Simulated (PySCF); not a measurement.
# In(SMe)3: geometry, NMR shifts and electronic excitations

Wanted: the NMR shifts and electronic excitations of In(SMe)3 (`C[S][In]([S]C)[S]C`), by calculation.

Computed with PySCF 2.14.0, with density-fitted response routines of our own, on a single molecule in the gas phase. Atoms count from 0, in the outputs and in this text.

## (1) The starting structure

16 atoms, charge 0, multiplicity 1; geometry from: GFN2-xTB. The atoms were then displaced at random by about 0.03 Å, so the start is not that level's minimum.

Bonds of the start (Å): In0–S1 2.36, In0–S6 2.53, In0–S11 2.48, S1–C2 1.82, C2–H3 1.05, C2–H4 1.14, C2–H5 1.09, S6–C7 1.81, C7–H8 1.06, C7–H9 1.08, C7–H10 1.16, S11–C12 1.74, C12–H13 1.13, C12–H14 1.12, C12–H15 1.09.

## (2) Relaxing the molecule at PBE0-D3(BJ)/def2-SVP

The job: settings as JSON, then the geometry in Å.

```
{"job": {"xc": "PBE0", "basis": "def2-SVP", "d3": "d3bj", "grid": 1, "maxiter": 40, "shake": 0.03, "kind": "geom"}, "charge": 0, "multiplicity": 1}
In     0.071650    -0.083770     0.020180
S      2.145000    -1.205410     0.132600
C      2.993420    -0.348150    -1.234570
H      2.982880    -0.863290    -2.153000
H      4.099230    -0.396690    -0.980210
H      2.715080     0.708360    -1.298560
S     -0.217030     1.911580    -1.504230
C     -1.930360     2.393310    -1.161010
H     -2.579190     2.190190    -1.972230
H     -1.999270     3.432060    -0.891550
H     -2.383610     1.802850    -0.269480
S     -1.830470    -0.602780     1.530560
C     -1.171790    -2.017640     2.301930
H     -0.087620    -1.847890     2.568200
H     -1.205240    -2.957800     1.698390
H     -1.637030    -2.148870     3.279400
```

Started as:

```sh
> OMP_NUM_THREADS=1 python probes_run.py task.json out
```

This one command runs all jobs of the session in turn.

Output:

```text
step   0  E = -1503.50044312  max force = 0.051972
step   1  E = -1503.51887537  max force = 0.010384
step   2  E = -1503.51973433  max force = 0.004237
step   3  E = -1503.51994638  max force = 0.000976
step   4  E = -1503.52005611  max force = 0.002137
step   5  E = -1503.52024870  max force = 0.005797
step   6  E = -1503.52025092  max force = 0.007180
step   7  E = -1503.52042962  max force = 0.004597
step   8  E = -1503.52057607  max force = 0.001720
step   9  E = -1503.52063924  max force = 0.001899
step  10  E = -1503.52102717  max force = 0.003292
step  11  E = -1503.52119412  max force = 0.002688
step  12  E = -1503.52128809  max force = 0.001365
step  13  E = -1503.52132691  max force = 0.000754
step  14  E = -1503.52133896  max force = 0.000470
step  15  E = -1503.52134857  max force = 0.000236
optimisation converged
```

It took 11 min on 1 thread of Intel Xeon at 2.50GHz, shared host; peak memory 0.74 GiB.

Along the way:

```
step  energy from step 0 (eV)  largest force component (eV/Å)
   0                   0.0000                          2.6725
   1                  -0.5016                          0.5340
   2                  -0.5249                          0.2179
   3                  -0.5307                          0.0502
   4                  -0.5337                          0.1099
   5                  -0.5389                          0.2981
   6                  -0.5390                          0.3692
   7                  -0.5439                          0.2364
   8                  -0.5478                          0.0884
   9                  -0.5496                          0.0977
  10                  -0.5601                          0.1693
  11                  -0.5647                          0.1382
  12                  -0.5672                          0.0702
  13                  -0.5683                          0.0388
  14                  -0.5686                          0.0242
  15                  -0.5689                          0.0121
```

Close pairs (by a distance rule), those that changed most:

```
   bond  before (Å)  after (Å)  change (Å)
 In0–S6       2.528      2.391      -0.137
In0–S11       2.484      2.391      -0.093
S11–C12       1.741      1.828      +0.087
 C7–H10       1.161      1.098      -0.063
  C2–H3       1.053      1.098      +0.045
  C7–H8       1.058      1.098      +0.040
  C2–H4       1.136      1.099      -0.037
 In0–S1       2.360      2.392      +0.032
```

The next job starts from the end point, and lists it.

```
                         at the end point                value
rotational constants (GHz, main isotopes)  0.958, 0.946, 0.480
                        dipole moment (D)                 0.07
```

## (3) NMR shieldings: PBE0/def2-TZVP+pcSseg-1

The job: settings as JSON, then the geometry in Å.

```
{"job": {"kind": "nmr", "xc": "PBE0", "basis": {"default": "pcSseg-1", "In": "def2-TZVP"}}, "charge": 0, "multiplicity": 1}
In    -0.003865    -0.031903    -0.021591
S      1.975032    -1.317303     0.370286
C      3.108219    -0.570649    -0.853745
H      2.749761    -0.712549    -1.882371
H      4.069994    -1.090654    -0.744384
H      3.266690     0.499885    -0.665498
S     -0.003185     1.688383    -1.681670
C     -1.688462     2.360950    -1.465413
H     -2.458034     1.628182    -1.743777
H     -1.767435     3.225239    -2.139390
H     -1.864579     2.705151    -0.437290
S     -1.986150    -0.428204     1.255366
C     -1.425370    -1.786665     2.341697
H     -0.595900    -1.476035     2.991387
H     -1.128305    -2.674599     1.767446
H     -2.282763    -2.053170     2.975368
```

Method: GIAO PBE0/pcSseg-1 In:def2-TZVP NMR shielding, scalar relativity only through core potentials, gas phase.

Output:

```text
coarse grid: 64824 points
cycle   1  E = -1502.4778008514  dE = -3.103e+01  |g| = 2.423e+00  |ddm| = 4.502e+01
cycle   2  E = -1461.0159834029  dE =  4.146e+01  |g| = 8.272e+00  |ddm| = 2.870e+01
cycle   3  E = -1503.7273878053  dE = -4.271e+01  |g| = 8.684e-01  |ddm| = 2.775e+01
cycle   4  E = -1503.8574198593  dE = -1.300e-01  |g| = 4.523e-01  |ddm| = 1.639e+00
cycle   5  E = -1503.9080079125  dE = -5.059e-02  |g| = 1.103e-01  |ddm| = 4.874e-01
cycle   6  E = -1503.9108532611  dE = -2.845e-03  |g| = 4.435e-02  |ddm| = 1.275e-01
cycle   7  E = -1503.9111925831  dE = -3.393e-04  |g| = 7.379e-03  |ddm| = 6.169e-02
cycle   8  E = -1503.9112122216  dE = -1.964e-05  |g| = 1.582e-03  |ddm| = 1.666e-02
cycle   9  E = -1503.9112127785  dE = -5.569e-07  |g| = 3.627e-04  |ddm| = 2.433e-03
final grid: 131256 points
cycle  10  E = -1503.9110912929  dE = -9.427e-08  |g| = 3.983e-04  |ddm| = 1.928e-03
cycle  11  E = -1503.9110912677  dE =  2.522e-08  |g| = 5.016e-04  |ddm| = 1.133e-03
cycle  12  E = -1503.9110913358  dE = -6.811e-08  |g| = 5.475e-05  |ddm| = 6.694e-04
cycle  13  E = -1503.9110913366  dE = -8.476e-10  |g| = 4.204e-06  |ddm| = 7.798e-05
converged SCF energy = -1503.9110913366

GIAO shielding tensors (ppm)
atom      isotropic    diamagn.    paramagn.     s11        s22        s33       span
  0 In         nan         nan         nan        nan        nan        nan        nan
  1 S      586.280    1059.195    -472.915    448.754    604.399    705.687    256.933
  2 C      171.193     249.216     -78.022    161.269    162.841    189.470     28.202
  3 H       29.033      29.932      -0.899     23.041     27.717     36.341     13.301
  4 H       29.267      27.342       1.925     22.882     26.103     38.817     15.935
  5 H       29.011      30.028      -1.017     22.920     27.903     36.211     13.291
  6 S      587.618    1059.234    -471.616    450.777    606.593    705.484    254.707
  7 C      171.227     249.247     -78.020    161.306    162.895    189.480     28.174
  8 H       29.006      29.843      -0.837     23.163     27.458     36.397     13.234
  9 H       29.268      27.384       1.884     22.870     26.116     38.819     15.949
 10 H       29.052      30.168      -1.115     22.815     28.204     36.138     13.323
 11 S      587.396    1059.243    -471.847    447.732    607.159    707.298    259.566
 12 C      171.247     249.142     -77.895    161.378    162.767    189.596     28.218
 13 H       29.032      29.973      -0.941     22.988     27.765     36.343     13.356
 14 H       29.025      29.941      -0.915     22.956     27.821     36.298     13.342
 15 H       29.271      27.330       1.940     22.890     26.098     38.823     15.932
```

Wall time 2.3 min (1 thread of Intel Xeon at 2.50GHz, shared host); peak memory 1.2 GiB.

Shifts follow as δ = σ(reference) − σ, with reference shieldings (ppm) from runs at the same level and on the same kind of geometry: ¹H TMS 31.27, ¹³C TMS 184.4, ³³S CS2 496. The references are single molecules in the gas phase. Atoms listed in one row are averaged.

```
                        atoms                       environment  σ (ppm)  δ (ppm)
                  C2, C7, C12           carbon bonded to S, 3 H    171.2     13.2
H3, H4, H5, H8, H9 and 4 more  hydrogen on a carbon bonded to S    29.11     2.16
                  S1, S6, S11            sulfur bonded to C, In      587      -91
```

Atoms past Kr carry core potentials, so their printed shieldings have no meaning and are left out of the table.

The run also stored atomic charges by several schemes (e):

```
      atoms  Mulliken  ESP fit
        In0      0.53     0.63
S1, S6, S11     -0.27    -0.32
C2, C7, C12     -0.40    -0.31
```

Mayer bond orders: In0–S1 1.02, In0–S6 1.03, In0–S11 1.02, S1–C2 0.99, S6–C7 0.99, S11–C12 0.99.

With diffuse functions Mulliken charges and Mayer bond orders lose their meaning; the other schemes are steadier.

The fields below are evaluated on a grid from the run's orbitals.

Frontier orbitals at PBE0/def2-TZVP+pcSseg-1, with the share of their density that lies nearest to each atom:

```
orbital  energy (eV)                                lies on
   HOMO        -6.90             S6 57 %; S1 18 %; S11 10 %
   LUMO        -1.44  In0 37 %; S1, S6, S11 about 17 % each
```

ELF in a plane through or near 10 of the atoms.

Values, 10 rows by 14 columns:
```
0.00 0.00 0.00 0.00 0.00 0.00 0.00 0.00 0.00 0.00 0.00 0.00 0.00 0.00
0.00 0.00 0.00 0.00 0.00 0.00 0.00 0.00 0.00 0.00 0.00 0.00 0.00 0.00
0.00 0.00 0.00 0.13 0.04 0.04 0.00 0.01 0.20 0.17 0.00 0.00 0.00 0.00
0.00 0.00 0.67 1.00 0.31 0.68 0.02 0.34 0.76 0.79 0.11 0.97 0.22 0.00
0.00 0.00 0.01 0.25 0.44 0.62 0.22 0.21 0.81 0.80 0.85 0.79 0.18 0.00
0.00 0.00 0.05 0.78 0.72 0.74 0.37 0.75 0.20 0.03 0.34 0.09 0.00 0.00
0.00 0.00 0.00 0.01 0.01 0.02 0.11 0.58 0.30 0.44 0.00 0.00 0.00 0.00
0.00 0.00 0.00 0.00 0.04 0.49 0.92 0.62 0.81 0.64 0.01 0.00 0.00 0.00
0.00 0.00 0.00 0.00 0.00 0.12 1.00 0.86 0.00 0.00 0.00 0.00 0.00 0.00
0.00 0.00 0.00 0.00 0.00 0.00 0.00 0.00 0.00 0.00 0.00 0.00 0.00 0.00
```
The map spans 13.1 Å across and 13.7 Å up, centred on the molecule. Atoms in the plane (x, y in Å): In0 (0.0, 0.0), S1 (1.6, 1.8), C2 (3.1, 0.9), H4 (3.9, 1.7), S6 (0.8, -2.2), C7 (-0.8, -3.2), H9 (-0.5, -4.2), S11 (-2.3, 0.4), C12 (-2.4, 2.2), H15 (-3.4, 2.5).

On the surface of density 0.002 e/bohr³ the electrostatic potential runs, from the 1st to the 99th percentile, from -0.87 V near S6 to 1.86 V near In0.

## (4) Ultraviolet spectrum: CAM-B3LYP/def2-SVPD

Same as in step 3 but for these lines:

```diff
@@ -1,2 +1,2 @@
-{"job": {"kind": "nmr", "xc": "PBE0", "basis": {"default": "pcSseg-1", "In": "def2-TZVP"}}, "charge": 0, "multiplicity": 1}
+{"job": {"kind": "uv", "xc": "CAM-B3LYP", "basis": "def2-SVPD", "ip": true, "nstates": 10}, "charge": 0, "multiplicity": 1}
 In    -0.003865    -0.031903    -0.021591
```

With the program's defaults for keys left out, this is: TDDFT CAM-B3LYP/def2-SVPD, vertical, gas phase, core orbitals frozen in the response.

Output:

```text
coarse grid: 64824 points
cycle   1  E = -1502.5274196469  dE = -1.977e+01  |g| = 2.317e+00  |ddm| = 1.550e+01
cycle   2  E = -1462.0507466058  dE =  4.048e+01  |g| = 8.859e+00  |ddm| = 1.470e+02
cycle   3  E = -1503.8868750516  dE = -4.184e+01  |g| = 6.724e-01  |ddm| = 1.481e+02
cycle   4  E = -1503.9904900308  dE = -1.036e-01  |g| = 2.653e-01  |ddm| = 2.478e+00
cycle   5  E = -1504.0108446600  dE = -2.035e-02  |g| = 5.104e-02  |ddm| = 5.121e-01
cycle   6  E = -1504.0114865636  dE = -6.419e-04  |g| = 1.974e-02  |ddm| = 9.117e-02
cycle   7  E = -1504.0115949760  dE = -1.084e-04  |g| = 2.700e-03  |ddm| = 3.206e-02
cycle   8  E = -1504.0115982751  dE = -3.299e-06  |g| = 1.176e-03  |ddm| = 9.492e-03
final grid: 131256 points
cycle   9  E = -1504.0114509294  dE = -3.709e-07  |g| = 8.570e-04  |ddm| = 4.945e-03
cycle  10  E = -1504.0114510114  dE = -8.203e-08  |g| = 7.072e-04  |ddm| = 2.677e-03
cycle  11  E = -1504.0114511477  dE = -1.363e-07  |g| = 7.143e-05  |ddm| = 1.119e-03
cycle  12  E = -1504.0114511494  dE = -1.696e-09  |g| = 1.882e-05  |ddm| = 1.436e-04
cycle  13  E = -1504.0114511496  dE = -2.797e-10  |g| = 2.409e-06  |ddm| = 8.155e-05
converged SCF energy = -1504.0114511496

Static polarisability (au): isotropic 143.962, principal 98.758 166.220 166.909

Singlet excitations
state   eV       nm        f      main configurations
  1   4.3374    285.8   0.00000   H-1->L 0.71, H->L 0.21
  2   4.3419    285.6   0.00007   H->L 0.71, H-1->L 0.21
  3   4.9382    251.1   0.04058   H-2->L 0.87
  4   5.0168    247.1   0.00303   H->L+1 0.75, H-3->L 0.20
  5   5.0228    246.8   0.00299   H-1->L+1 0.75, H-4->L 0.20
  6   5.6849    218.1   0.00245   H-3->L+1 0.82
  7   5.6988    217.6   0.00133   H-4->L+1 0.71, H-1->L+2 0.12
  8   5.7073    217.2   0.00461   H->L+3 0.34, H-1->L+2 0.27, H-4->L+1 0.11
  9   5.7615    215.2   0.00018   H-2->L+1 0.87
 10   5.8820    210.8   0.01604   H->L+3 0.21, H-1->L+2 0.18, H-4->L+1 0.13

Triplet excitations (Tamm-Dancoff, eV): 4.0118 4.0185 4.4776 4.5931
Vertical ionisation energy (delta-SCF) = 8.8124 eV
Vertical electron affinity (delta-SCF) = 0.1878 eV
```

It took 9.8 min on 1 thread of Intel Xeon at 2.50GHz, shared host; peak memory 1.6 GiB.

The orbitals next to the gap, with their largest atomic shares:

```
orbital     eV                        atoms
 HOMO−3  -9.01  S6 44 %, S11 15 %, In0 14 %
 HOMO−2  -8.76   S11 24 %, S1 24 %, S6 23 %
 HOMO−1  -8.19   S11 40 %, S1 37 %, C12 6 %
   HOMO  -8.18   S6 52 %, S1 14 %, S11 11 %
   LUMO  -0.68  In0 37 %, S1 18 %, S11 17 %
 LUMO+1  -0.16  In0 48 %, S1 15 %, S11 15 %
 LUMO+2   0.73  S1 26 %, S11 18 %, In0 14 %
```

With each of the 10 states as a Gaussian band of 0.4 eV half-width at 1/e, the curve within the window shown has maxima at 251 nm (ε 1,900), 214 nm (ε 970) L/(mol cm). Beyond the last state computed it falls off for lack of states. The curve at chosen wavelengths:

```json
{"nm": "201", "ε (L/mol/cm)": "452"}
{"nm": "206", "ε (L/mol/cm)": "741"}
{"nm": "211", "ε (L/mol/cm)": "936"}
{"nm": "217", "ε (L/mol/cm)": "947"}
{"nm": "222", "ε (L/mol/cm)": "854"}
{"nm": "227", "ε (L/mol/cm)": "822"}
{"nm": "232", "ε (L/mol/cm)": "956"}
{"nm": "238", "ε (L/mol/cm)": "1317"}
{"nm": "243", "ε (L/mol/cm)": "1649"}
{"nm": "248", "ε (L/mol/cm)": "1860"}
{"nm": "253", "ε (L/mol/cm)": "1869"}
{"nm": "259", "ε (L/mol/cm)": "1627"}
{"nm": "264", "ε (L/mol/cm)": "1300"}
{"nm": "269", "ε (L/mol/cm)": "951"}
{"nm": "274", "ε (L/mol/cm)": "644"}
{"nm": "280", "ε (L/mol/cm)": "369"}
{"nm": "285", "ε (L/mol/cm)": "218"}
{"nm": "290", "ε (L/mol/cm)": "122"}
{"nm": "295", "ε (L/mol/cm)": "66"}
{"nm": "301", "ε (L/mol/cm)": "30"}
{"nm": "306", "ε (L/mol/cm)": "15"}
{"nm": "311", "ε (L/mol/cm)": "8"}
{"nm": "316", "ε (L/mol/cm)": "4"}
{"nm": "322", "ε (L/mol/cm)": "2"}
{"nm": "327", "ε (L/mol/cm)": "1"}
{"nm": "332", "ε (L/mol/cm)": "1"}
```

Leading natural transition orbitals of singlet state 3: the hole lies on S1, S6, S11 about 25 % each; In0 11 %; the particle on In0 35 %; S1, S6, S11 about 17 % each.

Leading natural transition orbitals of singlet state 1: the hole lies on S1 59 %; S11 17 %; S6 11 %; the particle on In0 36 %; S1 21 %; S6, S11 about 15 % each.

Ground-state properties from the same run:

```
           property  computed
  dipole moment (D)      0.07
polarisability (Å³)     21.33
 HOMO–LUMO gap (eV)      7.50
      −ε(HOMO) (eV)      8.18
```

## (5) Shielding tensors: B3LYP/def2-TZVP+pcSseg-1

Same as in step 4 but for these lines:

```diff
@@ -1,2 +1,2 @@
-{"job": {"kind": "uv", "xc": "CAM-B3LYP", "basis": "def2-SVPD", "ip": true, "nstates": 10}, "charge": 0, "multiplicity": 1}
+{"job": {"kind": "nmr", "xc": "B3LYP", "basis": {"default": "pcSseg-1", "In": "def2-TZVP"}, "pop": false}, "charge": 0, "multiplicity": 1}
 In    -0.003865    -0.031903    -0.021591
```

With the program's defaults for keys left out, this is: GIAO B3LYP/pcSseg-1 In:def2-TZVP NMR shielding, scalar relativity only through core potentials, gas phase.

Output:

```text
coarse grid: 64824 points
cycle   1  E = -1503.0907831287  dE = -3.091e+01  |g| = 2.486e+00  |ddm| = 4.485e+01
cycle   2  E = -1460.2914012263  dE =  4.280e+01  |g| = 7.852e+00  |ddm| = 2.951e+01
cycle   3  E = -1504.1942431355  dE = -4.390e+01  |g| = 1.270e+00  |ddm| = 2.871e+01
cycle   4  E = -1504.4404192256  dE = -2.462e-01  |g| = 8.268e-01  |ddm| = 2.183e+00
cycle   5  E = -1504.5946901204  dE = -1.543e-01  |g| = 1.877e-01  |ddm| = 7.663e-01
cycle   6  E = -1504.6021713051  dE = -7.481e-03  |g| = 9.017e-02  |ddm| = 2.161e-01
cycle   7  E = -1504.6038252454  dE = -1.654e-03  |g| = 1.669e-02  |ddm| = 1.443e-01
cycle   8  E = -1504.6039052678  dE = -8.002e-05  |g| = 3.475e-03  |ddm| = 3.230e-02
cycle   9  E = -1504.6039082845  dE = -3.017e-06  |g| = 1.102e-03  |ddm| = 7.132e-03
final grid: 131256 points
cycle  10  E = -1504.6037499515  dE =  3.743e-07  |g| = 1.709e-03  |ddm| = 4.983e-03
cycle  11  E = -1504.6037486262  dE =  1.325e-06  |g| = 2.726e-03  |ddm| = 7.278e-03
cycle  12  E = -1504.6037508524  dE = -2.226e-06  |g| = 1.187e-04  |ddm| = 4.467e-03
cycle  13  E = -1504.6037508549  dE = -2.544e-09  |g| = 1.810e-05  |ddm| = 1.547e-04
cycle  14  E = -1504.6037508550  dE = -8.276e-11  |g| = 4.915e-06  |ddm| = 2.663e-05
converged SCF energy = -1504.6037508550

GIAO shielding tensors (ppm)
atom      isotropic    diamagn.    paramagn.     s11        s22        s33       span
  0 In         nan         nan         nan        nan        nan        nan        nan
  1 S      538.093    1059.725    -521.632    384.402    562.889    666.989    282.587
  2 C      164.989     247.972     -82.983    154.498    156.501    183.969     29.471
  3 H       29.099      30.227      -1.128     23.306     27.810     36.182     12.876
  4 H       29.384      27.312       2.072     23.201     26.395     38.555     15.354
  5 H       29.078      30.338      -1.261     23.187     27.991     36.055     12.868
  6 S      539.570    1059.767    -520.197    386.924    565.113    666.673    279.749
  7 C      165.022     248.006     -82.984    154.538    156.551    183.977     29.439
  8 H       29.074      30.126      -1.053     23.432     27.558     36.232     12.800
  9 H       29.385      27.358       2.027     23.189     26.409     38.557     15.368
 10 H       29.119      30.492      -1.373     23.082     28.284     35.989     12.907
 11 S      539.342    1059.777    -520.435    383.660    565.779    668.587    284.927
 12 C      165.054     247.898     -82.844    154.624    156.437    184.100     29.476
 13 H       29.099      30.278      -1.179     23.254     27.857     36.186     12.933
 14 H       29.092      30.239      -1.147     23.223     27.911     36.141     12.918
 15 H       29.388      27.302       2.086     23.210     26.392     38.562     15.352
```

It took 97 s on 1 thread of Intel Xeon at 2.50GHz, shared host; peak memory 1.3 GiB.

Key values: δ C2 14.2, S1 -54, H3 2.19 ppm (means over like atoms).

## (6) Comparing the runs: NMR shifts

Shifts (ppm), means over like atoms, with basis size and wall time:

```
                     run    C2    H3   S1  functions     time
 PBE0/def2-TZVP+pcSseg-1  13.2  2.16  -91        218  2.3 min
B3LYP/def2-TZVP+pcSseg-1  14.2  2.19  -54        218     97 s
```

## (7) Summary of results

| quantity | value |
| --- | --- |
| rotational constants (main isotopes) | 0.96, 0.95, 0.48 GHz |
| ¹³C shifts against TMS (PBE0/def2-TZVP+pcSseg-1, means over atoms taken as alike) | 13.2 ppm |
| ¹H shifts against TMS (PBE0/def2-TZVP+pcSseg-1, means over atoms taken as alike) | 2.16 ppm |
| ³³S shifts against CS2 (PBE0/def2-TZVP+pcSseg-1, means over atoms taken as alike) | -91 ppm |
| surface potential, 1st and 99th percentile | -0.87 V and 1.86 V |
| lowest singlet (CAM-B3LYP/def2-SVPD) | 4.34 eV (286 nm), f = 0.000 |
| brightest single state of those computed | state 3, 4.94 eV, f = 0.041 |
| lowest triplet | 4.01 eV |
| vertical ionisation energy (ΔSCF) | 8.81 eV |
| vertical electron affinity (ΔSCF) | 0.19 eV |
| range of the shift of S1 | -91 to -54 ppm |

What this shows: The start was shaken at random, so part of the energy gained undoes that. Over 15 steps the energy fell by 0.569 eV; of the close pairs, In0–S6 changed most, 2.528 to 2.391 Å. No frequency check was run at this level, so the end point may be a saddle. At PBE0/def2-TZVP+pcSseg-1: Shielding is most anisotropic at S1, S6, S11 (span 257 ppm, paramagnetic term -472 ppm). The first singlet state (HOMO−1→LUMO 0.71, HOMO→LUMO 0.21) lies at 4.34 eV and is dark; of the 10 states computed, the strongest absorption comes from state 3 at 4.94 eV. The lowest triplet lies 0.33 eV below the lowest singlet (triplets in Tamm-Dancoff, singlets in full TDDFT). Spin-orbit coupling, left out, mixes singlets and triplets in elements this heavy. The orbital energy would give 8.18 eV for ionisation, ΔSCF gives 8.81 eV. Across the 2 runs the shift of S1 (with its like atoms) moves most, between -91 (PBE0/def2-TZVP+pcSseg-1) and -54 ppm (B3LYP/def2-TZVP+pcSseg-1). Spin-orbit coupling is left out, which matters for shieldings and couplings at and beside the heavy atoms.
